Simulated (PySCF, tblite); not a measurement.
# H₁₃NOSi₆: geometry, infrared bands and NMR shifts

Aim: predict the infrared bands and NMR shifts of H₁₃NOSi₆ (`N[Si@@H]1[SiH2][SiH2][SiH2][Si@H]1O[SiH3]`).

Computed with tblite 0.8.0 and PySCF 2.14.0, with density-fitted response routines of our own, on a single molecule in the gas phase. Atoms count from 0, in the outputs and in this text.

## (1) The molecule as given

21 atoms, charge 0, multiplicity 1; geometry from: force field or distance geometry start.

Bonds of the start (Å): N0–Si1 1.79, Si1–Si2 2.21, Si2–Si3 2.22, Si3–Si4 2.22, Si4–Si5 2.22, Si5–O6 1.71, O6–Si7 1.73, Si5–Si1 2.21, N0–H8 1.05, N0–H9 1.05, Si1–H10 1.47, Si2–H11 1.47, Si2–H12 1.48, Si3–H13 1.45, Si3–H14 1.47, Si4–H15 1.46, Si4–H16 1.46, Si5–H17 1.46, Si7–H18 1.46, Si7–H19 1.46, Si7–H20 1.48.

## (2) Optimising the geometry with GFN2-xTB

Job settings and geometry (Å):

```
{"job": {"kind": "relax", "xc": "GFN2-xTB", "basis": "xTB"}, "charge": 0, "multiplicity": 1}
N     -1.007800    -3.003900    -0.316700
Si    -0.962800    -1.411300     0.491700
Si    -2.610800    -0.112800    -0.190700
Si    -1.871200     1.955200     0.145000
Si     0.300400     1.832800     0.569100
Si     0.820600    -0.231500    -0.056300
O      2.240300    -0.670100     0.788200
Si     3.544500     0.133400    -0.012200
H     -0.335100    -3.679800     0.124300
H     -1.997300    -3.341300    -0.262000
H     -0.993600    -1.588600     1.949100
H     -2.901100    -0.395200    -1.604400
H     -3.775200    -0.338200     0.688700
H     -2.162900     2.778500    -1.010700
H     -2.552600     2.546300     1.309400
H      1.066500     2.777400    -0.238000
H      0.531700     2.028400     1.993500
H      1.037700    -0.324400    -1.494100
H      3.816400    -0.558900    -1.272700
H      4.745900     0.112300     0.817700
H      3.057400     1.508800    -0.264600
```

Command:

```bash
$ OMP_NUM_THREADS=1 python probes_run.py task.json out
```

One launch serves the whole session: the jobs run in the order shown.

**Question.** This job is followed by: GFN2-xTB harmonic vibrations, gas phase; GIAO PBE0/pcSseg-1 NMR shielding, non-relativistic, gas phase. What will the session give for the following? strongest single infrared mode (GFN2-xTB); zero-point energy (GFN2-xTB); 1H shifts against TMS (PBE0/pcSseg-1, means over atoms taken as alike); 15N shifts against NH3 (PBE0/pcSseg-1); 29Si shifts against TMS (PBE0/pcSseg-1); 17O shifts against H2O (PBE0/pcSseg-1).

The runs gave:

| quantity | value |
| --- | --- |
| strongest single infrared mode (GFN2-xTB) | 2165 cm⁻¹, 847 km/mol |
| zero-point energy (GFN2-xTB) | 74.9 kcal/mol |
| 1H shifts against TMS (PBE0/pcSseg-1, means over atoms taken as alike) | 6.36, 5.80, 4.81, 3.74, 3.73, 3.72, 3.61, 3.58, 3.44, -0.55 ppm |
| 15N shifts against NH3 (PBE0/pcSseg-1) | -3.2 ppm |
| 29Si shifts against TMS (PBE0/pcSseg-1) | -2.3, -44.3, -45.1, -121.2, -127.5, -129.1 ppm |
| 17O shifts against H2O (PBE0/pcSseg-1) | -4.8 ppm |

What this shows: Over 283 steps the energy fell by 1.818 eV; of the close pairs, Si1–Si2 changed most, 2.206 to 2.342 Å. The lowest mode is slightly imaginary (16i cm⁻¹), a soft motion within the noise of the Hessian, so the minimum is not strictly shown. The strongest single mode, at 2165 cm⁻¹, moves mainly H13. Unscaled tight-binding wavenumbers are off by several per cent, some by more. Its intensities can rank the bands wrongly. At PBE0/pcSseg-1: Shielding is most anisotropic at O6 (span 181 ppm, paramagnetic term -61 ppm).
